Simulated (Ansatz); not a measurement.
**CH3BrOSi: small, medium and large basis sets**

The task here is to estimate one member of a computed series from the others.

Method: one geometry, several basis sets; program: Ansatz 0.2.0, Gaussian basis.

The runs, in order: PBE0-D4/def2-SVP; ωB97M-V/def2-SVP; PBE0-D4/def2-QZVPP; ωB97M-V/def2-QZVPP; the functionals' def2-TZVPP values are taken from earlier runs.

## The relaxed structure

An earlier PBE0-D4 in a triple-zeta def2 set relaxation fixed the geometry.

SMILES `BrC1O[SiH2]1`, 7 atoms, charge 0, spin multiplicity 1.

Atoms are counted from 1 here; the program's logs count them from 0.

Bond lengths: Br1–C2 1.934 Å, C2–O3 1.428 Å, C2–Si4 1.806 Å, C2–H5 1.085 Å, O3–Si4 1.677 Å, Si4–H6 1.475 Å, Si4–H7 1.477 Å. Angles: Br1–C2–O3 114.5°, Br1–C2–Si4 121.2°, Br1–C2–H5 108.3°, O3–C2–Si4 61.2°, O3–C2–H5 114.2°, Si4–C2–H5 127.4°, C2–O3–Si4 70.6°, C2–Si4–O3 48.2°, C2–Si4–H6 120.1°, C2–Si4–H7 122.9°, O3–Si4–H6 117.0°, O3–Si4–H7 115.8°, H6–Si4–H7 114.8°.

Coordinates:

```
Br   -0.94506   -1.73874    1.40016
C     0.34952   -0.65300    0.45973
O     0.25579   -0.71791   -0.96414
Si   -0.15174    0.82526   -0.44871
H     1.33497   -0.88251    0.85165
H    -1.57559    1.20108   -0.52355
H     0.79342    1.89792   -0.82073
```

The first run:

Input file in.yaml:

```yaml
crystal:
  periodic: [false, false, false]
  atoms:
    - {symbol: Br, position_ang: [-0.945062, -1.738739, 1.400159]}
    - {symbol: C, position_ang: [0.349515, -0.653001, 0.459729]}
    - {symbol: O, position_ang: [0.255787, -0.717913, -0.964137]}
    - {symbol: Si, position_ang: [-0.151740, 0.825260, -0.448712]}
    - {symbol: H, position_ang: [1.334971, -0.882509, 0.851647]}
    - {symbol: H, position_ang: [-1.575593, 1.201083, -0.523553]}
    - {symbol: H, position_ang: [0.793422, 1.897919, -0.820733]}
basis:
  gaussian: {orbitals: def2-SVP}
hamiltonian: {xc: pbe0, dispersion: d4}
output: {orbitals: {seedname: orbitals}}
```

On the command line:

```bash
> ansatz run in.yaml --threads 2 --pin off --events-out ev --progress --plain --max-ram 4352MiB
```

Steps of the session up to this table: PBE0-D4 in def2-SVP; ωB97M-V in def2-SVP; PBE0-D4 in def2-QZVPP; ωB97M-V in def2-QZVPP.

One of the session's tables, all rows but one given; the rest of the session is left out.

It belongs to the step «Functionals by basis». 

```
functional       basis  HOMO (eV)
   PBE0-D4    def2-SVP      -7.30
   PBE0-D4  def2-TZVPP      -7.39
   PBE0-D4  def2-QZVPP          ?
   ωB97M-V    def2-SVP      -9.45
   ωB97M-V  def2-TZVPP      -9.57
   ωB97M-V  def2-QZVPP      -9.59
```

Estimate the missing values for PBE0-D4, def2-QZVPP.

As computed: HOMO (eV): -7.41. In the column «HOMO (eV)» it lies between ωB97M-V, def2-SVP (-9.45) and PBE0-D4, def2-TZVPP (-7.39).
